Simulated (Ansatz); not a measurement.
**C2H4Cl2Si: vertical spin-state energies in Python**

Aim: vertical spin-state energies, for C2H4Cl2Si, run from a script. SMILES: ClC1C[SiH]1Cl.

Program: Ansatz 0.2.0 through its Python package. Level of theory: B3LYP+D4/cc-pVDZ. These are calculated values, not measurements.

### Step 1. Starting point

Bond lengths: Cl1–C2 1.762 Å, C2–C3 1.469 Å, C2–Si4 1.800 Å, C3–Si4 1.841 Å, Si4–Cl5 2.007 Å, C2–H6 1.093 Å, C3–H7 1.128 Å, C3–H8 1.077 Å, Si4–H9 1.458 Å. Angles (14 of 18 angles, heavy atoms first): Cl1–C2–C3 117.4°, Cl1–C2–Si4 121.7°, C3–C2–Si4 67.7°, C2–C3–Si4 64.7°, C2–Si4–C3 47.6°, C2–Si4–Cl5 118.4°, C3–Si4–Cl5 109.4°, Cl1–C2–H6 110.3°, C3–C2–H6 118.5°, Si4–C2–H6 115.8°, C2–C3–H7 119.3°, C2–C3–H8 123.2°, Si4–C3–H7 112.8°, Si4–C3–H8 115.7°.

The script holds or builds the structure itself.

### Step 2. Script

Input file spin.py:

```python
"""Gap between spin states of C2H4Cl2Si at one geometry."""

import ansatz as az


def main() -> None:
    system = (
        az.Crystal.molecule()
        .atom("Cl", (-1.0136, -1.7696, 1.4228))
        .atom("C", (-0.2668, -0.2598, 0.905))
        .atom("C", (0.8196, -0.3463, -0.0796))
        .atom("Si", (-0.698, 0.5207, -0.6586))
        .atom("Cl", (-0.3027, 2.4744, -0.8895))
        .atom("H", (-0.147, 0.4155, 1.7565))
        .atom("H", (1.7071, 0.3426, 0.0166))
        .atom("H", (1.0681, -1.2529, -0.6054))
        .atom("H", (-1.0783, -0.1708, -1.8851))
    )

    calculation = (
        system.calculation()
        .basis(gaussian="cc-pVDZ")
        .functional("b3lyp", dispersion="d4")
    )
    found = {}
    for unpaired in [0, 2]:
        r = calculation.spin("collinear", total=unpaired).run(threads=1, backend="cpu").report
        s = unpaired / 2
        found[unpaired] = r["free_energy_ev"]
        print(f"2S+1 = {unpaired + 1}: E = {found[unpaired]:.5f} eV, <S^2> = {abs(r['mean_field']['state']['spin_squared']):.3f} (pure state {s * (s + 1):.2f})")
    lowest = min(found, key=found.get)
    for unpaired, e in found.items():
        print(f"multiplicity {unpaired + 1}: {96.485332 * (e - found[lowest]):.1f} kJ/mol above the lowest")


if __name__ == "__main__":
    main()
```

### Step 3. What the engine is handed

The package turns the script's settings into the engine's input (first run):

```yaml
crystal:
  periodic: [false, false, false]
  atoms:
    - { symbol: Cl, position_ang: [-1.0136, -1.7696, 1.4228] }
    - { symbol: C, position_ang: [-0.2668, -0.2598, 0.905] }
    - { symbol: C, position_ang: [0.8196, -0.3463, -0.0796] }
    - { symbol: Si, position_ang: [-0.698, 0.5207, -0.6586] }
    - { symbol: Cl, position_ang: [-0.3027, 2.4744, -0.8895] }
    - { symbol: H, position_ang: [-0.147, 0.4155, 1.7565] }
    - { symbol: H, position_ang: [1.7071, 0.3426, 0.0166] }
    - { symbol: H, position_ang: [1.0681, -1.2529, -0.6054] }
    - { symbol: H, position_ang: [-1.0783, -0.1708, -1.8851] }
basis:
  gaussian:
    orbitals: cc-pVDZ
hamiltonian:
  xc: b3lyp
  dispersion: d4
magnetization:
  spin_polarized: true
  initial_magnetization: 0.0
```

### Step 4. Launch

On the command line:

```sh
python spin.py
```

**Question.** Which spin state is lowest at this geometry, and how far above lie the others?

As calculated:

| quantity | value |
| --- | --- |
| runs compared | 2 |
| lowest | run 1 (2S+1 = 1) |
| next above it by | 3.792 eV |

What this shows: In order: multiplicity 1 (+0.00 eV) and multiplicity 3 (+3.79 eV), all at the one geometry. The geometry is a force-field or estimated start, not a minimum of this method, and the basis set is short of its limit. All parts are taken at fixed geometry, without zero-point energy. b3lyp holds the VWN-RPA fit, as in Gaussian; the form of ORCA and Turbomole is b3lyp5.
